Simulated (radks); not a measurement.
# Eu in [Xe] 4f7 6s2: an all-electron calculation

The task here is to estimate one member of a computed series from the others.

Program: radks (a radial shooting solver on a logarithmic mesh, Libxc functionals) version 1. Level of theory: non-relativistic Kohn-Sham, PBE, spin-unpolarised, spherical densities, point nucleus. These are calculated values, not measurements, unless marked.

## Starting point

```
element       : europium (Z = 63)
charge        : 0
electrons     : 63
configuration : [Xe] 4f7 6s2
```

The outer shells:

Eu
```
[Xe] core
4f [↑ ][↑ ][↑ ][↑ ][↑ ][↑ ][↑ ]
6s [↑↓]
```

Set-up of the first run:

Settings of this run:

```text
Z 63
configuration [Xe] 4f7 6s2
relativity non-relativistic
functional pbe,pbe
spin unpolarised
nucleus point
```

The run is started by

```
python run_ks.py task.json out
```

The same process makes all the runs of this session.

Among the steps run: Self-consistent calculation.

One of the session's tables, all rows but one given; the rest of the session is left out.

It belongs to the step «Shells». From the orbitals of this run (lengths in bohr):

| level | <r> | outermost maximum (interpolated) | 90 % within | nodes |
| --- | --- | --- | --- | --- |
| 1s | 0.02408 | 0.0160 | 0.0428 | 0 |
| 2s | 0.1026 | 0.0875 | 0.157 | 1 |
| 2p | 0.08706 | 0.0682 | 0.141 | 0 |
| 3s | 0.2655 | 0.244 | 0.388 | 2 |
| 3p | 0.2552 | 0.231 | 0.381 | 1 |
| 3d | 0.2269 | 0.185 | 0.353 | 0 |
| 4s | 0.6004 | 0.559 | 0.861 | 3 |
| 4p | 0.6154 | 0.565 | 0.894 | 2 |
| 4d | ? | ? | ? | ? |
| 5s | 1.475 | 1.31 | 2.13 | 4 |
| 5p | 1.673 | 1.44 | 2.46 | 3 |
| 4f | 0.9128 | 0.580 | 1.58 | 0 |
| 6s | 4.525 | 3.88 | 6.67 | 5 |

Q: Estimate the row for 4d from the others.

The run gave: <r>: 0.6545; outermost maximum (interpolated): 0.574; 90 % within: 0.983; nodes: 1. In the column «<r>» it lies between 4p (0.6154) and 4f (0.9128).

Caveats from the session: Relativity is left out here, which matters for elements this heavy. Spin polarisation and multiplet splitting are left out.
